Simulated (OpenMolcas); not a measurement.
**Cu²⁺ among point charges: CASSCF and CASPT2 levels and susceptibility**

How does a field of 4 point charges split the states of Cu²⁺, and what χT follows?

Method: state-averaged CASSCF and CASPT2, spin-orbit coupling by RASSI with atomic mean-field integrals. Code: OpenMolcas 26.06.

## Step 1: The atom as given

* Species: Cu²⁺ (copper, Z = 29, 27 electrons)
* Basis: ANO-RCC-VTZP [6s5p3d2f1g], 59 functions
* Scalar Hamiltonian: DKH2, point nucleus
* Inactive shells: 1s 2s 2p 3s 3p
* Active space: 9 electrons in 5 orbitals (3d)
* Some configurations of this space: 3d⁹
* Orbitals: optimised for each spin and parity, averaged over all roots

The outer shells:

3d9
```
3d [↑↓][↑↓][↑↓][↑↓][↑ ]
```

The ion sits among 4 point charges of -3 e arranged as a tetrahedron (Td), 1.97 Å from the ion.

The work runs as a chain of OpenMolcas steps in one folder; each step below is one input file. Labels, J, g values, rates, χT and fits are worked out afterwards by a script from the matrices that RASSI stores.

## Step 2: One- and two-electron integrals

Input file a.inp:

```
&GATEWAY
Coord
1

Cu 0.0 0.0 0.0
Basis=ANO-RCC-VTZP
Group=NoSym
NoMove
AngMom=0.0 0.0 0.0
AMFI
XField
4 Angstrom 0
1.137380 1.137380 1.137380 -3.000000
1.137380 -1.137380 -1.137380 -3.000000
-1.137380 1.137380 -1.137380 -3.000000
-1.137380 -1.137380 1.137380 -3.000000
&SEWARD
```

The run is started by

```bash
$ OMP_NUM_THREADS=1 MOLCAS_MEM=1689 MOLCAS_PROJECT=a pymolcas a.inp > a.log
```

## Step 3: Reference wave functions, doublets, 5 roots

Input file a.inp:

```
&RASSCF
FileOrb=start.orb
Symmetry=1
Spin=2
nActEl=9 0 0
Inactive=9
Ras2=5
CIRoot=5 5 1
SDav=5
CIMx=300
Iter=120 100
PrWF=0.3
OrbListing=Nothing
MaxOrb=0
>>> COPY $Project.JobIph JOB001
```

start.orb holds the contracted functions of the basis, ordered by shell, or the orbitals of the step before.

## Step 4: RASSI: spin-orbit coupling between the states

Input file a.inp:

```
&RASSI
NrOfJobIphs=1 5
1 2 3 4 5
IphNames
JOB001
EJob
SpinOrbit
DIPRint=1.0
SOCoupling=1000.0
Subsets=2
Property=9
'ANGMOM' 1 'ANGMOM' 2 'ANGMOM' 3 'MLTPL  1' 1 'MLTPL  1' 2 'MLTPL  1' 3
'AMFI' 1 'AMFI' 2 'AMFI' 3
SOProperty=3
'ANGMOM' 1 'ANGMOM' 2 'ANGMOM' 3
```

## Step 5: CASPT2: IPEA 0.25, imaginary shift 0.1 (closed shells correlated: 3s 3p)

Input file a.inp:

```
>>> COPY JOB001 $Project.JobIph
&CASPT2
Multistate=5 1 2 3 4 5
NoMult
Frozen=5
IPEA=0.25
Imaginary=0.1
MaxIter=60
WThr=0.0 0.3 0.05
PrWF=0.5
NoMix
```

(Steps that only read results are left out.)

**Question.** What will these runs give? Wanted: spin-free ground state; first state of the same spin within the active space; lowest level; next level.

As calculated:

| quantity | value |
| --- | --- |
| method | SS-CASPT2, IPEA 0.25, imaginary shift 0.1 (closed shells correlated: 3s 3p) |
| spin-free ground state | 2T2, 3-fold in its orbital part |
| first state of the same spin within the active space | 2E at 1430 cm⁻¹ |
| lowest level | 2-fold Γ7, g = 1.98, 1.98, 1.98 |
| next level | 607.4 cm⁻¹ |
| χT at 300 K | 1.11 cm³ K/mol |
| effective moment at 300 K | 2.98 μB |

Cost by method:

```
                                              method  time of its own steps  time with the reference
                                           A. CASSCF                  2.5 s                    2.5 s
B. SS-CASPT2, IPEA 0.25, imaginary shift 0.1, +3s 3p                  1.5 s                      4 s
```

Times are of one thread on a shared host.

**Reading.** The spin-free ground state (2T2) comes to 100 % from free-ion D terms and keeps the highest spin of the shell. χT at 300 K is 1.11, against 0.38 cm³ K/mol for the spin alone, so orbital moment adds to it. A ligand-field fit to the states below 45000 cm-1 gives 10Dq = -1434 cm-1, the gap between the two states. CASPT2 does not keep the components of a term degenerate, and the means are used. The field of point charges can differ much from that of real complexes. Point charges carry no covalency, so the field is a model and not that of real ligands.
